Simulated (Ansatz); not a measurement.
# GaH₃NO radical: one species, many methods

How much do the methods differ for GaH₃NO radical? The plan is to run it at one geometry with functionals of several rungs and with coupled cluster. The yardstick is the atomisation energy at the CCSD(T) limit.

The runs use Ansatz 0.2.0, Gaussian basis; functionals in def2-TZVPP, the program's frozen cores in correlated methods.

Plan: LDA (SPW92), PBE-D4, revPBE-D4, BLYP-D4, r2SCAN-D4, B97M-V, PBE0-D4, B3LYP-D4, r2SCANh-D4, r2SCAN0-D4, HSE06-D4, BHLYP-D4, CAM-B3LYP-D4, LC-ωPBE, ωB97X-V, ωB97M-V, B2PLYP, PBE-QIDH; CCSD(T)/def2-SVP; CCSD(T)/def2-TZVPP; CCSD(T)/def2-QZVPP; extrapolation to the limit; RPA on PBE.

## (1) The relaxed structure

An earlier PBE0-D4 in a triple-zeta def2 set relaxation fixed the geometry.

SMILES `[NH2][Ga][OH]`, 6 atoms, charge 0, spin multiplicity 2.

Atoms are counted from 1 here; the program's logs count them from 0.

Bond lengths: N1–Ga2 1.856 Å, N1–H4 1.010 Å, N1–H5 1.013 Å, Ga2–O3 1.803 Å, O3–H6 0.962 Å. Angles: Ga2–N1–H4 117.4°, Ga2–N1–H5 116.5°, H4–N1–H5 109.3°, N1–Ga2–O3 117.5°, Ga2–O3–H6 112.9°.

## (2) LDA

This LDA is Slater exchange with PW92 correlation.

The input, in.yaml:

```yaml
crystal:
  periodic: [false, false, false]
  atoms:
    - {symbol: N, position_ang: [0.818259, 0.748115, -0.272496]}
    - {symbol: Ga, position_ang: [0.079421, -0.917118, -0.624985]}
    - {symbol: O, position_ang: [-1.210985, -1.506716, 0.487077]}
    - {symbol: H, position_ang: [1.452630, 1.129652, -0.959579]}
    - {symbol: H, position_ang: [0.176846, 1.471749, 0.028267]}
    - {symbol: H, position_ang: [-1.274072, -0.989583, 1.295515]}
basis:
  gaussian: {orbitals: def2-TZVPP}
magnetization: {spin_polarized: true, initial_magnetization: 1}
hamiltonian: {xc: lda}
output: {orbitals: {seedname: orbitals}}
```

On the command line:

```console
$ ansatz run in.yaml --threads 2 --pin off --events-out ev --progress --plain --max-ram 32768MiB --backend cpu
```

The runs that follow: PBE-D4 (GGA); revPBE-D4 (GGA); BLYP-D4 (GGA); r2SCAN-D4 (meta-GGA); B97M-V (meta-GGA); B3LYP-D4 (hybrid); r2SCANh-D4 (hybrid); r2SCAN0-D4 (hybrid); HSE06-D4 (hybrid); BHLYP-D4 (hybrid); CAM-B3LYP-D4 (range-separated); LC-ωPBE (range-separated); ωB97X-V (range-separated); ωB97M-V (range-separated); B2PLYP (double hybrid); PBE-QIDH (double hybrid); CCSD(T) in def2-SVP; CCSD(T) in def2-TZVPP; CCSD(T) in def2-QZVPP; RPA on PBE orbitals.

Before running them: what should the planned runs give, taken together? Wanted: atomisation energy, CCSD(T)/CBS; farthest beyond LDA; mean size of error, GGA; mean size of error, meta-GGA; mean size of error, hybrid; mean size of error, range-separated; mean size of error, double hybrid; gap, smallest and largest; T1 diagnostic.

The runs gave:

| quantity | value |
| --- | --- |
| atomisation energy, CCSD(T)/CBS | 1847.1 kJ/mol |
| functionals within 18.5 kJ/mol (1.0 %) | BLYP-D4, r2SCAN-D4, B3LYP-D4, CAM-B3LYP-D4, LC-ωPBE, ωB97X-V, ωB97M-V |
| farthest beyond LDA | BHLYP-D4 (-103.6 kJ/mol) |
| mean size of error, GGA | 21.8 kJ/mol |
| mean size of error, meta-GGA | 11.0 kJ/mol |
| mean size of error, hybrid | 41.6 kJ/mol |
| mean size of error, range-separated | 5.1 kJ/mol |
| mean size of error, double hybrid | 29.7 kJ/mol |
| gap, smallest and largest | 0.97 eV (LDA (SPW92)), 8.32 eV (LC-ωPBE) |
| T1 diagnostic | 0.0161 |
| triples share of the correlation energy | 3.8 % |

In words: The LDA atomisation energy is off by 313.3 kJ/mol (17 %): it overbinds. PBE-D4 is off by +38.3 kJ/mol. Double hybrids carry the basis error of their MP2 part in triple zeta, and no dispersion term here, so their miss is partly the set-up's. The rungs range-separated, meta-GGA miss on average by less than the doubt on the reference (18.5 kJ/mol), so they tie. Misses under about 18.5 kJ/mol are within the doubt on the reference itself, which lacks core-valence correlation, relativity and higher excitations, and its outer-core shells are covered unevenly. Hartree-Fock recovers 64 % of the binding; the rest is correlation. CCSD(T) in def2-SVP is off by -165.6 kJ/mol, which most functionals beat. The gap grows from 1.0 to 8.3 eV across the functionals, mostly with the share of exact exchange. Correlated methods include outer-core shells of Ga, which these sets cover unevenly.
